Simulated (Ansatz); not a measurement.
# C: response to strain

Aim: deform C (equal xy, yz and zx engineering shear strains of +2 %) and compute stress, forces and field gradients with LAPW, PAW and all-electron datasets made for the crystal.

Program: Ansatz 0.2.0. Level of theory: DFT LDA, scalar-relativistic. These are calculated values, not measurements.

**1. The structure to begin with**

It takes space group Fd-3m (No. 227, cubic). The conventional cell has a = 3.567 Å, b = 3.567 Å, c = 3.567 Å, α = 90.00°, β = 90.00°, γ = 90.00°. C (site symmetry -43m) is surrounded by 4 C at 1.54 Å.

As a file:

```xyz
2
Lattice="0.0000 1.7834 1.7834 1.7834 0.0000 1.7834 1.7834 1.7834 0.0000" Properties=species:S:1:pos:R:3 pbc="T T T"
C     1.7834    1.7834    1.7834
C     2.6751    2.6751    2.6751
```

Atoms are numbered in the order of the input: C1, C2.

**2. The deformed structure**

Space group Fd-3m before, R-3m after.

**3. All-electron LAPW**

input.yaml reads:

```yaml
crystal:
  lattice:
    - [0.035668, 1.801234, 1.801234]
    - [1.801234, 0.035668, 1.801234]
    - [1.801234, 1.801234, 0.035668]
  atoms:
    - { symbol: C, position: [0.5, 0.5, 0.5] }
    - { symbol: C, position: [0.75, 0.75, 0.75] }
kpoints:
  mp_grid: { grid: [16, 16, 16] }
  band_path:
    path:
      - [0.0, 0.0, 0.0]
      - [0.5, 0.5, 0.5]
      - [0.2451701269, 0.5, 0.7548298731]
      - [-0.2451701269, 0.2451701269, 0.5]
      - [0.0, 0.0, 0.5]
      - [0.0, 0.0, 0.0]
      - [-0.3725850634, 0.0, 0.3725850634]
      - [0.0, 0.3725850634, 0.6274149366]
      - [0.0, 0.5, 0.5]
    npoints: 5
scf:
  occupations: { method: fermi_dirac, width: 0.03 }
hamiltonian:
  xc: lda
  pseudopotentials: { kind: all_electron, lapw: { basis_error: 0.00025 } }
output:
  forces: true
  stress: true
  eigenvalues: true
```

Launch:

```console
$ ansatz run input.yaml --threads 1 --pin off --max-ram 3072MiB --backend cpu --events-out ev --progress --plain --runs-dir out
```

**4. PAW with frozen cores**

input.yaml reads:

```yaml
crystal:
  lattice:
    - [0.035668, 1.801234, 1.801234]
    - [1.801234, 0.035668, 1.801234]
    - [1.801234, 1.801234, 0.035668]
  atoms:
    - { symbol: C, position: [0.5, 0.5, 0.5] }
    - { symbol: C, position: [0.75, 0.75, 0.75] }
kpoints:
  mp_grid: { grid: [16, 16, 16] }
scf:
  occupations: { method: fermi_dirac, width: 0.03 }
hamiltonian:
  xc: lda
  pseudopotentials: { kind: paw }
output:
  forces: true
  stress: true
  eigenvalues: true
  efg: { contact_densities: true }
  write_density: true
  write_potential: true
  elf: true
  volumetric_format: npy
```

**5. All-electron PAW on datasets made for the crystal**

Changes to input.yaml since step 4:

```diff
@@ -14,3 +14,3 @@
   xc: lda
-  pseudopotentials: { kind: paw }
+  pseudopotentials: { kind: all_electron, datasets: crystal }
 output:
@@ -20,5 +20 @@
   efg: { contact_densities: true }
-  write_density: true
-  write_potential: true
-  elf: true
-  volumetric_format: npy
```

(Steps that only read results are left out.)

Q: Predict the outcome of this session. Wanted: pressure; largest shear or deviatoric stress.

The runs gave:

| quantity | value |
| --- | --- |
| pressure | LAPW -12.39, PAW -12.51, crystal datasets -12.39 GPa |
| largest shear or deviatoric stress (LAPW) | 10.90 GPa |

The largest part of the stress beyond the pressure is 10.90 GPa in size; the atoms are carried along and not relaxed. No run of the undeformed cell stands beside it, so the pressure holds what the given cell had before the change. PAW: stress within 0.12 GPa of LAPW, forces within 1 meV/Å. Crystal datasets: stress within 0.01 GPa of LAPW, forces within 1 meV/Å.
